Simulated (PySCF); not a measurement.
# One shape, several levels: H2 (hydrogen)

We compute a comparison of 6 runs (HF/STO-3G, HF/3-21G, B2PLYP/6-31G, B3LYP/6-31G*, BLYP/def2-SVP, CCSD(T)/6-31G) of H2 (hydrogen). The job is set up through a Python script.

The results are computed with PySCF 2.14.0.

## (1) Starting point

H2: 2 atoms, total charge 0, spin state singlet. SMILES: `[H][H]`. The coordinates come from a PBE0-D4/def2-TZVP relaxation.

Bond lengths: H1–H2 0.746 Å.

## (2) Energy and gradient at HF/STO-3G (run 1)

File geometry.xyz:

```xyz
2

H      0.319300    -0.099200     0.165500
H     -0.319300     0.099200    -0.165500
```

File job.py:

```python
# [H][H]
import pyscf.grad
from pyscf import gto

molecule = gto.Mole()
molecule.atom = 'geometry.xyz'
molecule.max_memory = 1860
molecule.charge = 0
molecule.spin = 0
molecule.basis = 'sto-3g'
molecule.verbose = 4
molecule.build()

mf = molecule.RHF()
mf.conv_tol = 1e-10
mf.kernel()
if not mf.converged:
    mf = mf.newton().run(mf.mo_coeff, mf.mo_occ)

etot = mf.e_tot
print('E = %.10f Eh' % etot)
grad = mf.Gradients().kernel()
dip = mf.dip_moment()
pop, q = mf.mulliken_pop()
```

Run with:

```bash
$ OMP_NUM_THREADS=1 python job.py
```

The program printed:

```text
PySCF version 2.14.0

[... 40 lines left out ...]
converged SCF energy = -1.11640556838858
[... 2 lines left out ...]
******** <class 'pyscf.grad.rhf.Gradients'> for <class 'pyscf.scf.hf.RHF'> ********
unit = Eh/Bohr
--------------- RHF gradients ---------------
         x                y                z
0 H     0.0284173726    -0.0088286983     0.0147293303
1 H    -0.0284173726     0.0088286983    -0.0147293303
----------------------------------------------
Dipole moment(X, Y, Z, Debye): -0.00000,  0.00000, -0.00000
 ** Mulliken pop  **
pop of  0 H 1s            1.00000
pop of  1 H 1s            1.00000
 ** Mulliken atomic charges  **
charge of    0H =     -0.00000
charge of    1H =      0.00000
```

Run time: 2.3 s. Hardware: 1 thread of Intel Xeon at 2.50GHz (Skylake/Cascade Lake), shared host; peak memory 0.12 GiB.

## (3) Energy and gradient at HF/3-21G (run 2)

File run.py:

```python
# [H][H]
import pyscf.grad
from pyscf import gto

mol = gto.M(
    atom='''
H      0.319300    -0.099200     0.165500
H     -0.319300     0.099200    -0.165500
''',
    verbose=3,
    basis='3-21g',
    max_memory=1860,
)

mf = mol.RHF()
mf.conv_tol = 1e-10
mf.kernel()
if not mf.converged:
    mf = mf.newton().run(mf.mo_coeff, mf.mo_occ)

etot = mf.e_tot
print('E(%s) = %.9f' % ('HF', etot))
grad = mf.Gradients().kernel()
mf.analyze()
```

Run with:

```bash
$ OMP_NUM_THREADS=1 python run.py
```

The program printed:

```text
converged SCF energy = -1.12286737233294
E(HF) = -1.122867372
--------------- RHF gradients ---------------
         x                y                z
0 H     0.0073098140    -0.0022710102     0.0037888325
1 H    -0.0073098140     0.0022710102    -0.0037888325
----------------------------------------------
**** MO energy ****
MO #1   energy= -0.590747379068516 occ= 2
MO #2   energy= 0.262387144134303  occ= 0
MO #3   energy= 0.923584441507958  occ= 0
MO #4   energy= 1.51825393725012   occ= 0
 ** Mulliken atomic charges  **
charge of    0H =      0.00000
charge of    1H =     -0.00000
Dipole moment(X, Y, Z, Debye):  0.00000, -0.00000,  0.00000
```

Wall time 2.6 s (1 thread of Intel Xeon at 2.50GHz (Skylake/Cascade Lake), shared host); peak memory 0.12 GiB.

## (4) A single-point energy at B2PLYP/6-31G (run 3)

File job.py:

```python
# [H][H]
from pyscf import gto, dft, mp

molecule = gto.M(
    atom=[
    ('H', (0.319300, -0.099200, 0.165500)),
    ('H', (-0.319300, 0.099200, -0.165500)),
],
    max_memory=1860,
    basis='6-31g',
    verbose=4,
)

mf = dft.RKS(molecule, xc='0.53*HF + 0.47*B88, 0.73*LYP')
mf.conv_tol = 1e-10
mf.grids.level = 5
mf.kernel()
if not mf.converged:
    mf = mf.newton().run(mf.mo_coeff, mf.mo_occ)

pt = mp.MP2(mf).run()
etot = mf.e_tot + 0.27 * pt.e_corr
print('PT2 part  %.8f' % (0.27 * pt.e_corr))
print(f'total energy: {etot:.8f} hartree')
dip = mf.dip_moment()
pop, q = mf.mulliken_pop()
```

Run with:

```bash
$ OMP_NUM_THREADS=1 python job.py
```

The program printed:

```text
PySCF version 2.14.0

[... 60 lines left out ...]
converged SCF energy = -1.15461058125562
[... 1 line left out ...]
******** <class 'pyscf.mp.mp2.RMP2'> ********
nocc = 1, nmo = 4
E(RMP2) = -1.1759673934249  E_corr = -0.0213568121692885
E(SCS-RMP2) = -1.18023875585876  E_corr = -0.0256281746031462
E_corr(same-spin) = 0
E_corr(oppo-spin) = -0.0213568121692885
PT2 part  -0.00576634
total energy: -1.16037692 hartree
Dipole moment(X, Y, Z, Debye):  0.00000, -0.00000,  0.00000
 ** Mulliken pop  **
pop of  0 H 1s            0.52293
pop of  0 H 2s            0.47707
pop of  1 H 1s            0.52293
pop of  1 H 2s            0.47707
 ** Mulliken atomic charges  **
charge of    0H =      0.00000
charge of    1H =     -0.00000
```

It took 2.5 s on 1 thread of Intel Xeon at 2.50GHz (Skylake/Cascade Lake), shared host; peak memory 0.12 GiB.

Runs 4 to 5 aren't shown in full; the table further down has their settings and results.

## (5) A single-point energy at CCSD(T)/6-31G (run 6)

File run.py:

```python
from pyscf import gto, scf, cc

mol = gto.Mole()
mol.atom = 'H 0.319300 -0.099200 0.165500; H -0.319300 0.099200 -0.165500'
mol.max_memory = 1860
mol.verbose = 4
mol.charge = 0
mol.basis = '6-31g'
mol.build()

mf = scf.RHF(mol)
mf.conv_tol = 1e-10
mf.kernel()
if not mf.converged:
    mf = mf.newton().run(mf.mo_coeff, mf.mo_occ)

mycc = cc.CCSD(mf)
mycc.kernel()
e_t = mycc.ccsd_t()
energy = mycc.e_tot + e_t
print('E(%s) = %.9f' % ('CCSD(T)', energy))
mf.analyze()
```

Run with:

```bash
$ OMP_NUM_THREADS=1 python run.py
```

The program printed:

```text
PySCF version 2.14.0

[... 44 lines left out ...]
converged SCF energy = -1.1266418340946
[... 23 lines left out ...]
Total Energy =                          -1.126641834094601
[... 2 lines left out ...]
Two-electron Energy =                    0.647939348355522
[... 4 lines left out ...]
MO #1   energy= -0.593958610990411 occ= 2
[... 2 lines left out ...]
MO #4   energy= 1.39636212760136   occ= 0
[... 9 lines left out ...]
Dipole moment(X, Y, Z, Debye):  0.00000, -0.00000,  0.00000
```

It took 2.9 s on 1 thread of Intel Xeon at 2.50GHz (Skylake/Cascade Lake), shared host; peak memory 0.12 GiB.

## (6) The series

```
run                               level      task  frozen core orbitals  energy (Eh)  dipole moment (D) of the reference  HOMO energy (eV)  LUMO energy (eV)  wall time
  1                           HF/STO-3G  gradient                     –    -1.116406                                0.00            -15.67             18.09      2.3 s
  2                            HF/3-21G  gradient                     –    -1.122867                                0.00            -16.08              7.14      2.6 s
  3                        B2PLYP/6-31G    energy                     0    -1.160377                                0.00            -13.62              4.24      2.5 s
  4  B3LYP/6-31G* (Cartesian functions)  gradient                     –    -1.175475                                0.00            -11.79              2.70      3.9 s
  5                       BLYP/def2-SVP  gradient                     –    -1.162101                                0.00            -10.20              1.43      2.7 s
  6                       CCSD(T)/6-31G    energy                     0    -1.151698                                0.00            -16.16              6.44      2.9 s
```

## (7) Results

| quantity | value |
| --- | --- |
| run 6: total energy | -1.15170 Eh |
| run 6: dipole moment (Hartree–Fock density) | 0.00 D |
| run 6: HOMO energy (Hartree–Fock orbitals) | -16.16 eV |
| run 6: LUMO energy (Hartree–Fock orbitals) | 6.44 eV |
| run 6: HOMO–LUMO gap (Hartree–Fock orbitals) | 22.61 eV |
| run 6: correlation energy | -25.1 mEh |
| run 6: (T) correction | 0.00 mEh |
| run 6: T1 diagnostic | 0.004 |

What this shows: Over runs 1, 2, 3, 4, 5 the HOMO–LUMO gap runs from 11.63 eV (BLYP/def2-SVP) to 33.77 eV (HF/STO-3G). The two ends differ in method and basis. Totals of different functionals can't be ranked against each other. In run 1 the basis is minimal, so the values are rough. All runs together took 17 s, the longest 3.9 s.
